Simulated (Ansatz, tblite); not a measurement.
# The cluster Ag₄Se−: one state, many levels

One table from this session's results is given with a row withheld; the runs are named, their logs left out.

Computed with Ansatz 0.2.0, Gaussian basis. Level: as each input shows.

The runs, in order: GFN1-xTB, GFN2-xTB, PBE-D4/def2-TZVPD, r2SCAN-D4/def2-TZVPD, r2SCANh-D4/def2-TZVPD, B3LYP-D4/def2-TZVPD, revPBE-D4/def2-TZVPD, MP2/def2-TZVPD, RPA/def2-TZVPD.

5 further runs of the same task are left out: 5 set aside as unsound or not needed. Runs told in other sessions of the task aren't counted.

## The geometry

The doublet was relaxed beforehand with PBE-D4/def2-SVPD. At that level it is the lowest of the isomers that a small search found.

5 atoms, charge -1, spin multiplicity 2.

Bond lengths: Ag1–Ag3 2.748 Å, Ag1–Se5 2.510 Å, Ag2–Ag3 2.750 Å, Ag2–Ag4 2.716 Å, Ag3–Ag4 2.796 Å, Ag4–Se5 2.505 Å. Angles: Ag3–Ag1–Se5 113.9°, Ag3–Ag2–Ag4 61.5°, Ag1–Ag3–Ag2 121.6°, Ag1–Ag3–Ag4 63.0°, Ag2–Ag3–Ag4 58.6°, Ag2–Ag4–Ag3 59.8°, Ag2–Ag4–Se5 172.3°, Ag3–Ag4–Se5 112.5°, Ag1–Se5–Ag4 70.6°.

Ag takes a core potential in the def2 sets. No spin-orbit coupling is included. The ion is computed in the gas phase, without counter-ions or solvent.

PBE0-D4/def2-TZVPD was run before; its log isn't repeated, and its numbers join the tables.

Set-up of the first run:

Tight binding, by tblite at 300 K electronic temperature and without a spin-polarisation term:

```python
tblite.interface.Calculator('GFN1-xTB', numbers, positions, charge=-1, uhf=1).singlepoint()
```

Tight binding, by tblite at 300 K electronic temperature and without a spin-polarisation term:

```python
tblite.interface.Calculator('GFN2-xTB', numbers, positions, charge=-1, uhf=1).singlepoint()
```

start.molden holds the orbitals of an earlier run on this state, given as this run's starting guess.

Contents of in.yaml:

```yaml
crystal:
  periodic: [false, false, false]
  atoms:
    - {symbol: Ag, position_ang: [-1.477561, -1.293760, -0.603636]}
    - {symbol: Ag, position_ang: [2.237791, 0.813017, 1.586933]}
    - {symbol: Ag, position_ang: [0.552574, -1.333217, 1.247749]}
    - {symbol: Ag, position_ang: [0.288843, 0.982681, -0.296928]}
    - {symbol: Se, position_ang: [-1.601646, 0.831280, -1.934118]}
basis:
  gaussian: {orbitals: def2-TZVPD, initial_orbitals: start.molden}
total_charge: -1
magnetization: {spin_polarized: true, initial_magnetization: 1}
hamiltonian: {xc: pbe, dispersion: d4}
scf: {omitted_lower_state_checks: [starts]}
output: {forces: true, orbitals: {seedname: orbitals}}
```

Command:

```
$ ansatz run in.yaml --threads 4 --pin off --events-out ev --progress --plain --max-ram 4787MiB
```

Steps of the session up to this table: PBE-D4/def2-TZVPD; r2SCAN-D4/def2-TZVPD; r2SCANh-D4/def2-TZVPD; B3LYP-D4/def2-TZVPD; revPBE-D4/def2-TZVPD; MP2/def2-TZVPD; RPA/def2-TZVPD.

One table of the session follows, with a row left open; its other results are not shown here.

```
                level  HOMO (eV)  LUMO (eV)  gap (eV)
    PBE-D4/def2-TZVPD          ?          ?         ?
 revPBE-D4/def2-TZVPD      -0.41       0.06      0.47
 r2SCAN-D4/def2-TZVPD      -0.66       0.11      0.78
r2SCANh-D4/def2-TZVPD      -0.88       0.38      1.26
  B3LYP-D4/def2-TZVPD      -0.93       0.35      1.28
   PBE0-D4/def2-TZVPD      -1.03       0.67      1.69
```

**Question.** Estimate the row for PBE-D4/def2-TZVPD.

As computed: HOMO (eV): -0.49; LUMO (eV): -0.07; gap (eV): 0.42. In the column «HOMO (eV)» it lies between r2SCAN-D4/def2-TZVPD (-0.66) and revPBE-D4/def2-TZVPD (-0.41).
